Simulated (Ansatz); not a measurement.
Working through a scan of the bond length of CSn (charge +1)

Computed with Ansatz's Python interface.

The cells in order, each with its output:

In [1]:
```python
import warnings

import ansatz as az
import matplotlib.pyplot as plt
import numpy as np
```

In [2]:
```python
GEOMETRY = """
Sn    0.00000    0.00000    0.00000
C     0.00000    0.00000    2.16000
"""
```

In [3]:
```python
warnings.simplefilter("ignore", az.DeckWarning)
```

In [4]:
```python
system = az.Crystal.molecule()
for line in GEOMETRY.strip().splitlines():
    symbol, *xyz = line.split()
    system = system.atom(symbol, [float(v) for v in xyz])
```

In [5]:
```python
symbols = [site.symbol for site in system.cartesian_sites]
start = np.array([site.position_ang for site in system.cartesian_sites])
axis = (start[1] - start[0]) / np.linalg.norm(start[1] - start[0])
moving = [1]
lengths, energies = [1.84, 1.99, 2.16, 2.38, 2.7, 3.24, 3.89, 4.75], []
for length in lengths:
    xyz = start.copy()
    xyz[moving] += (length - np.linalg.norm(start[1] - start[0])) * axis
    point = az.Crystal.molecule()
    for symbol, place in zip(symbols, xyz):
        point = point.atom(symbol, place.tolist())
    calculation = point.calculation()
    calculation = calculation.basis(gaussian="def2-SVP")
    calculation = calculation.functional("r2scan")
    calculation = calculation.charge(1).spin("collinear", total=3)
    data = calculation.run(threads=1).report
    energies.append(data["free_energy_ev"])
    print(f"r = {length:6.3f} A  E = {energies[-1]:.5f} eV  <S^2> = {abs(data['mean_field']['state']['spin_squared']):.3f}")

print("energy above the lowest point (eV):", [round(e - min(energies), 3) for e in energies])
plt.figure(figsize=(4.5, 3))
plt.plot(lengths, np.array(energies) - min(energies), "o-")
plt.xlabel("bond length (A)")
plt.ylabel("E - E(min) (eV)")
plt.tight_layout()
plt.savefig("scan.png", dpi=100)
```
```text
r =  1.840 A  E = -6854.98561 eV  <S^2> = 3.754
r =  1.990 A  E = -6855.73682 eV  <S^2> = 3.754
r =  2.160 A  E = -6855.90245 eV  <S^2> = 3.753
r =  2.380 A  E = -6855.60062 eV  <S^2> = 3.753
r =  2.700 A  E = -6854.85024 eV  <S^2> = 3.754
r =  3.240 A  E = -6853.76003 eV  <S^2> = 3.756
r =  3.890 A  E = -6853.28069 eV  <S^2> = 3.758
r =  4.750 A  E = -6853.10648 eV  <S^2> = 3.758
energy above the lowest point (eV): [0.917, 0.166, 0.0, 0.302, 1.052, 2.142, 2.622, 2.796]
```

The lowest point is at 2.160 Å. At the shortest distance (1.84 Å) the energy is 0.92 eV higher, at the longest (4.75 Å) 2.80 eV.

What to keep in mind:
- The settings weren't tested for convergence.
- The basis set is modest, and single-reference methods fail as a bond breaks.
- def2 sets replace the cores of elements past krypton by effective core potentials.
- The species is open-shell (spin multiplicity 4).
- For an odd-electron ion, approximate functionals spread the charge over both fragments and lower the stretched end too much.
- Spin-orbit coupling of the heavy open-shell atom is left out.
- The spin state was assumed, and another may lie lower.
- Wall time of the script: 2.3 min on 1 thread of Arm Neoverse V1, with other jobs on the host, peak memory 0.23 GiB.

(Lines on the test bed's own set-up are left out of the output.)
